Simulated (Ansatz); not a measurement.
**CH₃NOSi: how energies converge with the basis set**

The task here is to estimate one member of a computed series from the others.

The runs use Ansatz 0.2.0, Gaussian basis; one geometry, several basis sets.

Levels to be run: PBE0-D4/def2-SVP; ωB97M-V/def2-SVP; PBE0-D4/def2-QZVPP; ωB97M-V/def2-QZVPP; the functionals' def2-TZVPP values are taken from earlier runs.

## The relaxed structure

The geometry comes from an earlier relaxation with PBE0-D4 in a triple-zeta def2 set; it is a stationary point, not always the lowest conformer.

SMILES `O=C1N[SiH2]1`, 7 atoms, charge 0, spin multiplicity 1.

Atoms are counted from 1 here; the program's logs count them from 0.

Bond lengths: O1–C2 1.195 Å, C2–N3 1.356 Å, C2–Si4 1.871 Å, N3–Si4 1.741 Å, N3–H5 1.013 Å, Si4–H6 1.483 Å, Si4–H7 1.483 Å. Angles: O1–C2–N3 137.1°, O1–C2–Si4 159.9°, N3–C2–Si4 63.0°, C2–N3–Si4 73.1°, C2–N3–H5 130.4°, Si4–N3–H5 156.5°, C2–Si4–N3 43.9°, C2–Si4–H6 124.3°, C2–Si4–H7 124.3°, N3–Si4–H6 117.1°, N3–Si4–H7 117.1°, H6–Si4–H7 110.7°.

The first run:

Contents of in.yaml:

```yaml
crystal:
  periodic: [false, false, false]
  atoms:
    - {symbol: O, position_ang: [-1.110295, -1.979368, 0.119265]}
    - {symbol: C, position_ang: [-0.528431, -0.938820, 0.044467]}
    - {symbol: N, position_ang: [0.528862, -0.345489, 0.652053]}
    - {symbol: Si, position_ang: [-0.071785, 0.781136, -0.531912]}
    - {symbol: H, position_ang: [1.136140, -0.681917, 1.389100]}
    - {symbol: H, position_ang: [-0.695742, 2.027291, -0.023465]}
    - {symbol: H, position_ang: [0.802551, 1.069266, -1.695208]}
basis:
  gaussian: {orbitals: def2-SVP}
hamiltonian: {xc: pbe0, dispersion: d4}
output: {orbitals: {seedname: orbitals}}
```

Command:

```sh
$ ansatz run in.yaml --threads 2 --pin off --events-out ev --progress --plain --max-ram 4352MiB
```

Among the steps run: PBE0-D4 in def2-SVP; ωB97M-V in def2-SVP; PBE0-D4 in def2-QZVPP; ωB97M-V in def2-QZVPP.

One table of the session follows, with a row left open; its other results are not shown here.

It belongs to the step «Functionals by basis». 

| functional | basis | HOMO (eV) |
| --- | --- | --- |
| PBE0-D4 | def2-SVP | ? |
| PBE0-D4 | def2-TZVPP | -6.86 |
| PBE0-D4 | def2-QZVPP | -6.89 |
| ωB97M-V | def2-SVP | -8.88 |
| ωB97M-V | def2-TZVPP | -9.04 |
| ωB97M-V | def2-QZVPP | -9.07 |

Estimate the missing values for PBE0-D4, def2-SVP.

**Answer.** HOMO (eV): -6.74. In the column «HOMO (eV)» it is the highest.
